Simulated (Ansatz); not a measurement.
# C3H9FGeS3: how energies converge with the basis set

The task here is to estimate one member of a computed series from the others.

Program: Ansatz 0.2.0, Gaussian basis. Level of theory: one geometry, several basis sets. These are calculated values, not measurements.

Levels to be run: PBE0-D4/def2-SVP; ωB97M-V/def2-SVP; PBE0-D4/def2-QZVPP; ωB97M-V/def2-QZVPP; the functionals' def2-TZVPP values are taken from earlier runs.

## The relaxed structure

All runs share one geometry, relaxed beforehand with PBE0-D4 in a triple-zeta def2 set.

SMILES `C[S][Ge]([F])([S]C)[S]C`, 17 atoms, charge 0, spin multiplicity 1.

Atoms are counted from 1 here; the program's logs count them from 0.

Bond lengths: C1–S2 1.818 Å, C1–H9 1.088 Å, C1–H10 1.090 Å, C1–H11 1.089 Å, S2–Ge3 2.187 Å, Ge3–F4 1.753 Å, Ge3–S5 2.209 Å, Ge3–S7 2.194 Å, S5–C6 1.817 Å, C6–H12 1.087 Å, C6–H13 1.089 Å, C6–H14 1.090 Å, S7–C8 1.814 Å, C8–H15 1.089 Å, C8–H16 1.090 Å, C8–H17 1.090 Å. Angles: S2–C1–H9 110.8°, S2–C1–H10 106.1°, S2–C1–H11 110.9°, H9–C1–H10 109.4°, H9–C1–H11 110.3°, H10–C1–H11 109.2°, C1–S2–Ge3 98.5°, S2–Ge3–F4 108.1°, S2–Ge3–S5 112.1°, S2–Ge3–S7 107.9°, F4–Ge3–S5 103.1°, F4–Ge3–S7 109.7°, S5–Ge3–S7 115.6°, Ge3–S5–C6 101.0°, S5–C6–H12 110.8°, S5–C6–H13 111.4°, S5–C6–H14 105.9°, H12–C6–H13 110.1° and more.

Set-up of the first run:

in.yaml reads:

```yaml
crystal:
  periodic: [false, false, false]
  atoms:
    - {symbol: C, position_ang: [-0.620519, -2.838189, -1.714428]}
    - {symbol: S, position_ang: [-0.658007, -1.198473, -2.497602]}
    - {symbol: Ge, position_ang: [-0.443889, 0.023406, -0.696884]}
    - {symbol: F, position_ang: [-1.592673, -0.554686, 0.494377]}
    - {symbol: S, position_ang: [1.505371, -0.290719, 0.294071]}
    - {symbol: C, position_ang: [1.041877, -0.096239, 2.040156]}
    - {symbol: S, position_ang: [-0.913415, 2.098987, -1.230419]}
    - {symbol: C, position_ang: [0.010684, 2.993585, 0.049131]}
    - {symbol: H, position_ang: [-1.473281, -2.969444, -1.051042]}
    - {symbol: H, position_ang: [-0.678902, -3.561808, -2.527107]}
    - {symbol: H, position_ang: [0.310274, -2.986030, -1.168151]}
    - {symbol: H, position_ang: [0.155564, -0.681915, 2.271866]}
    - {symbol: H, position_ang: [0.875331, 0.950104, 2.292111]}
    - {symbol: H, position_ang: [1.886771, -0.471126, 2.617486]}
    - {symbol: H, position_ang: [-0.498411, 2.938888, 1.010491]}
    - {symbol: H, position_ang: [0.046682, 4.033288, -0.275296]}
    - {symbol: H, position_ang: [1.027444, 2.609971, 0.131442]}
basis:
  gaussian: {orbitals: def2-SVP}
hamiltonian: {xc: pbe0, dispersion: d4}
output: {orbitals: {seedname: orbitals}}
```

Started as:

```bash
> ansatz run in.yaml --threads 5 --pin off --events-out ev --progress --plain --max-ram 66560MiB --backend cpu
```

Among the steps run: PBE0-D4 in def2-SVP; ωB97M-V in def2-SVP; PBE0-D4 in def2-QZVPP; ωB97M-V in def2-QZVPP.

One of the session's tables, all rows but one given; the rest of the session is left out.

It belongs to the step «Density functionals: the series». 

```
functional       basis  HOMO (eV)
   PBE0-D4    def2-SVP      -7.02
   PBE0-D4  def2-TZVPP      -7.08
   PBE0-D4  def2-QZVPP      -7.11
   ωB97M-V    def2-SVP      -9.18
   ωB97M-V  def2-TZVPP      -9.27
   ωB97M-V  def2-QZVPP          ?
```

Estimate the missing values for ωB97M-V, def2-QZVPP.

As computed: HOMO (eV): -9.30. In the column «HOMO (eV)» it is the lowest.
